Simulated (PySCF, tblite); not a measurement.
# C3H13NOSi2: geometry, infrared bands and NMR shifts

Aim: predict the infrared bands and NMR shifts of C3H13NOSi2 (`CC(C)N[SiH2]O[SiH3]`).

Computed with tblite 0.8.0 and PySCF 2.14.0, with density-fitted response routines of our own, on a single molecule in the gas phase. Atoms are numbered from 0 throughout.

## 1. The starting structure

20 atoms, charge 0, multiplicity 1; geometry from: force field or distance geometry start.

Bonds of the start (Å): C0–C1 1.51, C1–C2 1.52, C1–N3 1.45, N3–Si4 1.77, Si4–O5 1.72, O5–Si6 1.73, C0–H7 1.10, C0–H8 1.12, C0–H9 1.11, C1–H10 1.12, C2–H11 1.11, C2–H12 1.13, C2–H13 1.10, N3–H14 1.06, Si4–H15 1.49, Si4–H16 1.48, Si6–H17 1.46, Si6–H18 1.46, Si6–H19 1.47.

## 2. Geometry optimisation with GFN2-xTB

The job: settings as JSON, then the geometry in Å.

```
{"job": {"kind": "relax", "xc": "GFN2-xTB", "basis": "xTB"}, "charge": 0, "multiplicity": 1}
C     -1.747100     0.905100    -0.560200
C     -1.550200    -0.534300    -0.164700
C     -2.600400    -1.037400     0.813800
N     -0.286900    -0.605200     0.545800
Si     1.105500    -0.088800    -0.418800
O      2.161700     0.732900     0.654300
Si     3.737100     0.559100    -0.032600
H     -2.005500     1.029600    -1.623600
H     -2.481100     1.390400     0.125600
H     -0.792400     1.434900    -0.354900
H     -1.520300    -1.171700    -1.081200
H     -3.258500    -1.812000     0.355500
H     -3.183800    -0.170000     1.230800
H     -2.083600    -1.505500     1.670500
H     -0.389400    -0.024600     1.427000
H      1.779300    -1.302500    -0.947900
H      0.718500     0.767900    -1.557200
H      4.460500     1.814900     0.151000
H      3.563100     0.194200    -1.432400
H      4.368700    -0.566400     0.661600
```

Run with:

```
$ OMP_NUM_THREADS=1 python probes_run.py task.json out
```

This one command runs all jobs of the session in turn.

**Question.** This job is followed by: GFN2-xTB harmonic vibrations, gas phase; GIAO PBE0/pcSseg-1 NMR shielding, non-relativistic, gas phase. What will the session give for the following? strongest single infrared mode (GFN2-xTB); zero-point energy (GFN2-xTB); ¹³C shifts against TMS (PBE0/pcSseg-1, means over atoms taken as alike); ¹H shifts against TMS (PBE0/pcSseg-1, means over atoms taken as alike); ¹⁵N shifts against NH3 (PBE0/pcSseg-1); ²⁹Si shifts against TMS (PBE0/pcSseg-1); ¹⁷O shifts against H2O (PBE0/pcSseg-1).

As calculated:

| quantity | value |
| --- | --- |
| strongest single infrared mode (GFN2-xTB) | 1118 cm⁻¹, 799 km/mol |
| zero-point energy (GFN2-xTB) | 96.4 kcal/mol |
| ¹³C shifts against TMS (PBE0/pcSseg-1, means over atoms taken as alike) | 43.6, 29.6 ppm |
| ¹H shifts against TMS (PBE0/pcSseg-1, means over atoms taken as alike) | 5.26, 5.14, 2.75, 1.15, -0.02 ppm |
| ¹⁵N shifts against NH3 (PBE0/pcSseg-1) | 58.4 ppm |
| ²⁹Si shifts against TMS (PBE0/pcSseg-1) | -39.3, -45.8 ppm |
| ¹⁷O shifts against H2O (PBE0/pcSseg-1) | 10.1 ppm |

**Reading.** Relaxing lowered the energy by 1.558 eV in 166 steps; the close pair that moved most is O5–Si6, from 1.727 to 1.610 Å. No mode is imaginary among the 54: a minimum at this level. The strongest single mode, at 1118 cm⁻¹, moves mainly O5. GFN2-xTB is a fitted tight-binding method: band positions and strengths are rough. Its intensities can rank the bands wrongly.
